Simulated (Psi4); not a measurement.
**BSiN2H5 (SMILES N[SiH]1BN1) at MP3/cc-pVDZ**

What is the energy change on altering one bond length of BSiN2H5 at MP3/cc-pVDZ? 

Program for the calculation: Psi4 1.11.

2 further runs of the same task are left out: 2 set aside as unsound or not needed. Runs told in other sessions of the task aren't counted.

**1. Starting point**

BSiN2H5 has 9 atoms, charge 0, and is taken as a singlet. SMILES: `N[SiH]1BN1`. The shape is that of a PBE0-D4/def2-TZVP optimisation. This is one conformer, not always the lowest.

Bond lengths: N1–Si2 1.702 Å, Si2–B3 1.914 Å, Si2–N4 1.755 Å, B3–N4 1.389 Å, N1–H5 1.006 Å, N1–H6 1.005 Å, Si2–H7 1.482 Å, B3–H8 1.190 Å, N4–H9 1.011 Å. Some angles: N1–Si2–B3 127.2°, N1–Si2–N4 121.8°, B3–Si2–N4 44.2°, Si2–B3–N4 61.8°, Si2–N4–B3 74.0°, N1–Si2–H7 105.5°, B3–Si2–H7 127.1°, N4–Si2–H7 113.4°, Si2–N1–H5 122.6°, Si2–N1–H6 123.2°.

**2. The energy at MP3/cc-pVDZ**

Input file job.inp:

```
memory 2200 mb

molecule {
  0 1
  N     -1.20526732     3.00107406     0.41233824
  Si     0.48925009     0.33164693     1.00249971
  B     -0.44200694    -3.07231673     0.20824782
  N      1.22926684    -1.83605790    -1.39537377
  H     -0.41819639     4.73055141     0.40232269
  H     -2.95137426     2.98066502    -0.33504844
  H      2.72347329     1.17333095     2.46647054
  H     -1.40085398    -5.10679588     0.21618467
  H      2.14294943    -2.28959217    -3.01014474
  units bohr
  symmetry c1
}

set basis cc-pVDZ
set puream true
set e_convergence 1e-09
set d_convergence 1e-08
set scf_type pk
set num_frozen_docc 8
set mp_type conv

E, wfn = energy("mp3", return_wfn=True)
print_variables()
```

Started as:

```bash
psi4 -i job.inp -o job.out -n 1
```

job.out, cut to the lines that bear on the results:

```text
[...]
  Running in c1 symmetry.
[...]
  Nuclear repulsion =  149.962674471596983
[...]
  Multiplicity = 1
[...]
  Nalpha       = 19
  Nbeta        = 19
[...]
    Number of basis functions: 85
[...]
   @RHF iter   1:  -425.31452493697560   -6.16768e-01   6.18954e-03 ADIIS/DIIS
[...]
   @RHF iter  12:  -425.45119589435291   -4.60432e-12   4.77378e-09 DIIS
[...]
    Orbital Energies [Eh]
    ---------------------
    Doubly Occupied:
       1A    -68.791115     2A    -15.545203     3A    -15.537465
       4A     -7.595728     5A     -6.135241     6A     -4.243059
       7A     -4.241498     8A     -4.240896     9A     -1.154802
      10A     -1.127324    11A     -0.760222    12A     -0.672250
      13A     -0.652741    14A     -0.594293    15A     -0.527788
      16A     -0.484341    17A     -0.422823    18A     -0.412944
      19A     -0.337462
[...]
  @RHF Final Energy:  -425.45119589435291
   => Energetics <=
    Nuclear Repulsion Energy =            149.9626744715969835
    One-Electron Energy =                -883.8733481678857515
    Two-Electron Energy =                 308.4594778019358614
    Total Energy =                       -425.4511958943529066
[...]
 Multipole Moments:
 ------------------------------------------------------------------------------------
     Multipole            Electronic (a.u.)      Nuclear  (a.u.)        Total (a.u.)
 ------------------------------------------------------------------------------------
 L = 1.  Multiply by 2.5417464519 to convert [e a0] to [Debye]
 Dipole X            :          0.0119387            0.0213621            0.0333009
 Dipole Y            :         -1.9260014            2.4761916            0.5501901
 Dipole Z            :          0.1284942           -0.6704448           -0.5419506
 Magnitude           :                                                    0.7729997
[...]
	SCS-MP2 Total Energy (a.u.)        :  -425.96168188867119
	SOS-MP2 Total Energy (a.u.)        :  -425.95936175356388
[...]
	SOS-PI-MP2 Total Energy (a.u.)     :  -425.99845143504166
[...]
	MP2 Total Energy (a.u.)            :  -425.96632215888576
[...]
	SCS-MP3 Total Energy (a.u.)        :  -425.96936153368097
[...]
	MP3 Total Energy (a.u.)            :  -425.99704073892474
[...]
```

Run time: 11 s. Hardware: 1 thread of Intel Xeon Platinum 8488C (Sapphire Rapids), shared host; peak memory 0.58 GiB.

**3. The distorted shape at the same level**

Input file bh5n2si.in:

```
memory 2200 mb

molecule mol {
  0 1
  N     -2.05252225     4.33578006     0.11725940
  Si     0.48925009     0.33164693     1.00249971
  B     -0.44200694    -3.07231673     0.20824782
  N      1.22926684    -1.83605790    -1.39537377
  H     -1.26545132     6.06525741     0.10724385
  H     -3.79862919     4.31537102    -0.63012729
  H      2.72347329     1.17333095     2.46647054
  H     -1.40085398    -5.10679588     0.21618467
  H      2.14294943    -2.28959217    -3.01014474
  units au
  symmetry c1
  no_reorient
  no_com
}

set {
  basis cc-pVDZ
  puream true
  e_convergence 1e-09
  d_convergence 1e-08
  scf_type pk
  num_frozen_docc 8
  mp_type conv
}

e_tot, wfn = energy('mp3', return_wfn=True)
print_variables()
```

Started as:

```bash
psi4 -i bh5n2si.in -o bh5n2si.out -n 1
```

bh5n2si.out, cut to the lines that bear on the results:

```text
[...]
  Running in c1 symmetry.
[...]
  Nuclear repulsion =  134.061429663950577
[...]
  Multiplicity = 1
[...]
  Nalpha       = 19
  Nbeta        = 19
[...]
    Number of basis functions: 85
[...]
   @RHF iter   1:  -425.14421066991326   -1.04713e+00   6.83471e-03 ADIIS/DIIS
[...]
   @RHF iter  14:  -425.31963111265145   -5.85487e-12   6.97654e-09 DIIS
[...]
    Orbital Energies [Eh]
    ---------------------
    Doubly Occupied:
       1A    -68.859963     2A    -15.590027     3A    -15.492297
       4A     -7.641963     5A     -6.196974     6A     -4.304289
       7A     -4.302041     8A     -4.301917     9A     -1.190352
      10A     -1.017245    11A     -0.796037    12A     -0.667944
      13A     -0.603434    14A     -0.571472    15A     -0.513304
      16A     -0.483568    17A     -0.406397    18A     -0.372527
      19A     -0.319425
[...]
  @RHF Final Energy:  -425.31963111265145
   => Energetics <=
    Nuclear Repulsion Energy =            134.0614296639505767
    One-Electron Energy =                -851.4997750387959741
    Two-Electron Energy =                 292.1187142621939756
    Total Energy =                       -425.3196311126514502
[...]
 Multipole Moments:
 ------------------------------------------------------------------------------------
     Multipole            Electronic (a.u.)      Nuclear  (a.u.)        Total (a.u.)
 ------------------------------------------------------------------------------------
 L = 1.  Multiply by 2.5417464519 to convert [e a0] to [Debye]
 Dipole X            :          3.5162841           -2.7218331            0.7944510
 Dipole Y            :        -11.8349758           10.9370998           -0.8978759
 Dipole Z            :         -5.6465532            5.2790615           -0.3674918
 Magnitude           :                                                    1.2539473
[...]
	SCS-MP2 Total Energy (a.u.)        :  -425.84248155000182
	SOS-MP2 Total Energy (a.u.)        :  -425.84095373820890
[...]
	SOS-PI-MP2 Total Energy (a.u.)     :  -425.88105547863637
[...]
	MP2 Total Energy (a.u.)            :  -425.84553717358790
[...]
	SCS-MP3 Total Energy (a.u.)        :  -425.84976196951988
[...]
	MP3 Total Energy (a.u.)            :  -425.87465885166006
[...]
```

Wall time 11 s (1 thread of Intel Xeon Platinum 8488C (Sapphire Rapids), shared host); peak memory 0.51 GiB.

**4. Summary of results**

Level: MP3/cc-pVDZ, 8 core orbitals frozen.

| quantity | value |
| --- | --- |
| first shape: total energy | -425.99704 Eh |
| first shape: HOMO energy (Hartree–Fock orbitals) | -9.18 eV |
| first shape: LUMO energy (Hartree–Fock orbitals) | 3.77 eV |
| first shape: HOMO–LUMO gap (Hartree–Fock orbitals) | 12.96 eV |
| first shape: correlation energy (8 core orbitals frozen) | -545.8 mEh |
| distorted shape: total energy | -425.87466 Eh |
| distorted shape: HOMO energy (Hartree–Fock orbitals) | -8.69 eV |
| distorted shape: LUMO energy (Hartree–Fock orbitals) | 2.10 eV |
| distorted shape: HOMO–LUMO gap (Hartree–Fock orbitals) | 10.79 eV |
| distorted shape: correlation energy (8 core orbitals frozen) | -555.0 mEh |
| energy change with the N1–Si2 bond stretched from 1.702 to 2.553 Å | 3.330 eV |

In words: With the N1–Si2 bond stretched from 1.702 to 2.553 Å the energy rises by 3.33 eV (77 kcal/mol). The first shape isn't relaxed at this level, so the change isn't measured from a minimum.
